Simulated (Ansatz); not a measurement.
**CH₅NSSi: small, medium and large basis sets**

The task here is to estimate one member of a computed series from the others.

The runs use Ansatz 0.2.0, Gaussian basis; one geometry, several basis sets.

The runs, in order: PBE0-D4/def2-SVP; ωB97M-V/def2-SVP; PBE0-D4/def2-QZVPP; ωB97M-V/def2-QZVPP; the functionals' def2-TZVPP values are taken from earlier runs.

## The relaxed structure

An earlier PBE0-D4 in a triple-zeta def2 set relaxation fixed the geometry.

9 atoms, charge 0, spin multiplicity 1.

Atoms are counted from 1 here; the program's logs count them from 0.

Bond lengths: N1–C2 1.399 Å, N1–H5 1.010 Å, N1–H6 1.011 Å, C2–Si3 1.841 Å, C2–S4 1.974 Å, C2–H7 1.086 Å, Si3–S4 2.079 Å, Si3–H8 1.481 Å, Si3–H9 1.483 Å. Angles: C2–N1–H5 113.9°, C2–N1–H6 113.6°, H5–N1–H6 109.5°, N1–C2–Si3 124.6°, N1–C2–S4 119.9°, N1–C2–H7 112.8°, Si3–C2–S4 65.9°, Si3–C2–H7 117.4°, S4–C2–H7 106.3°, C2–Si3–S4 60.1°, C2–Si3–H8 120.3°, C2–Si3–H9 116.6°, S4–Si3–H8 120.2°, S4–Si3–H9 118.8°, H8–Si3–H9 111.9°, C2–S4–Si3 54.0°.

Set-up of the first run:

in.yaml

```yaml
crystal:
  periodic: [false, false, false]
  atoms:
    - {symbol: N, position_ang: [0.154028, 1.467376, 0.396824]}
    - {symbol: C, position_ang: [0.296713, 0.340078, -0.420105]}
    - {symbol: Si, position_ang: [0.020806, -1.394374, 0.133644]}
    - {symbol: S, position_ang: [-1.300691, -0.511988, -1.206560]}
    - {symbol: H, position_ang: [-0.443984, 1.319115, 1.196831]}
    - {symbol: H, position_ang: [-0.149122, 2.293088, -0.102021]}
    - {symbol: H, position_ang: [0.991946, 0.498619, -1.238804]}
    - {symbol: H, position_ang: [0.927204, -2.475727, -0.317308]}
    - {symbol: H, position_ang: [-0.408400, -1.582385, 1.540499]}
basis:
  gaussian: {orbitals: def2-SVP}
hamiltonian: {xc: pbe0, dispersion: d4}
output: {orbitals: {seedname: orbitals}}
```

Command:

```sh
$ ansatz run in.yaml --threads 2 --pin off --events-out ev --progress --plain --max-ram 4352MiB
```

Among the steps run: PBE0-D4 in def2-SVP; ωB97M-V in def2-SVP; PBE0-D4 in def2-QZVPP; ωB97M-V in def2-QZVPP.

One of the session's tables, all rows but one given; the rest of the session is left out.

It belongs to the step «Density functionals: the series». 

```
functional       basis  HOMO (eV)  LUMO (eV)
   PBE0-D4    def2-SVP      -6.57       0.06
   PBE0-D4  def2-TZVPP      -6.70      -0.30
   PBE0-D4  def2-QZVPP      -6.75      -0.44
   ωB97M-V    def2-SVP      -8.66       1.99
   ωB97M-V  def2-TZVPP      -8.83       1.42
   ωB97M-V  def2-QZVPP          ?          ?
```

Q: Estimate the row for ωB97M-V, def2-QZVPP from the others.

The run gave: HOMO (eV): -8.87; LUMO (eV): 1.09. In the column «HOMO (eV)» it is the lowest.
